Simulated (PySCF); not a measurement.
# [PbI]+: other functionals and bases at one geometry

An exercise on one series of results from a longer session: the logs are not shown, and one member is left open.

Computed with PySCF 2.14.0. Level: several levels, as the steps say, no spin–orbit coupling.

1 further run of the same task is left out (for a known fault of the program).

### The starting structure

2 atoms, charge 1, spin multiplicity 1.

Bond lengths: Pb1–I2 2.723 Å.

Coordinates:

```xyz
2

Pb    0.0000    0.0000   -1.0070
I     0.0000    0.0000    1.7162
```

Formal oxidation states: Pb +2. An earlier session relaxed this geometry at PBE, Pb def2-SVP with ECP60, I def2-SVP with ECP28 (singlet, point group C∞v).

At PBE on the finer grid: E = -490.388826 Eh, HOMO -11.99 eV, LUMO -9.23 eV, Mulliken charge on Pb1 +0.89 e, largest force component 0.009 eV/Å. 

Levels to run: BLYP; r2SCAN; TPSS; PBE0; PBE, TZVP; PBE, x2c-SVP. Hardware: 2 threads of Intel Xeon Platinum 8488C (Sapphire Rapids), shared host.

The first run:

File run.py (the lines that set the calculation):

```python
mol = gto.M(atom='''
Pb     0.00000     0.00000    -1.00701
I      0.00000     0.00000     1.71622''',
    basis={'Pb': 'def2-SVP', 'I': 'def2-SVP'},
    ecp={'Pb': 'def2-SVP', 'I': 'def2-SVP'},
    charge=1, spin=0)
mf = dft.RKS(mol, xc='BLYP')
mf.grids.atom_grid = (75, 302)
mf = mf.density_fit()  # fitting sets: Pb def2-universal-JKFIT, I def2-universal-JKFIT
mf.conv_tol = 1e-08; mf.max_cycle = 55
mf.kernel(dm0)  # dm0: the density of the relaxed state
```

Launch:

```bash
OMP_NUM_THREADS=2 python run.py
```

Steps of the session up to this table: BLYP; r2SCAN; TPSS; PBE0; PBE, TZVP; PBE, x2c-SVP.

One of the session's tables, all rows but one given; the rest of the session is left out.

| level | HOMO (eV) | gap (eV) | charge on Pb1 (e) | dipole (D) | largest force component (eV/Å) |
| --- | --- | --- | --- | --- | --- |
| PBE (relaxed here) | -11.99 | 2.76 | 0.89 | 3.35 | 0.01 |
| BLYP | -11.82 | 2.66 | 0.88 | 3.17 | 0.33 |
| r2SCAN | ? | ? | ? | ? | ? |
| TPSS | -12.04 | 2.89 | 0.93 | 3.59 | 0.03 |
| PBE0 | -12.94 | 4.35 | 0.95 | 3.93 | 0.30 |
| PBE, TZVP | -11.95 | 2.76 | 0.95 | 3.19 | 0.26 |
| PBE, x2c-SVP | -11.98 | 2.74 | 0.93 | 3.21 | 0.14 |

Estimate the missing values for r2SCAN.

As computed: HOMO (eV): -12.24; gap (eV): 3.11; charge on Pb1 (e): 0.94; dipole (D): 3.75; largest force component (eV/Å): 0.20. In the column «HOMO (eV)» it lies between PBE0 (-12.94) and TPSS (-12.04).

The dipole of a charged species depends on the origin, so these sizes hold for this origin alone.

In one basis the HOMO–LUMO gap runs from 2.66 eV (BLYP) to 4.35 eV (PBE0). The largest leftover force, 0.33 eV/Å with BLYP, stands at a geometry relaxed at another level. Total energies of different levels can't be compared.
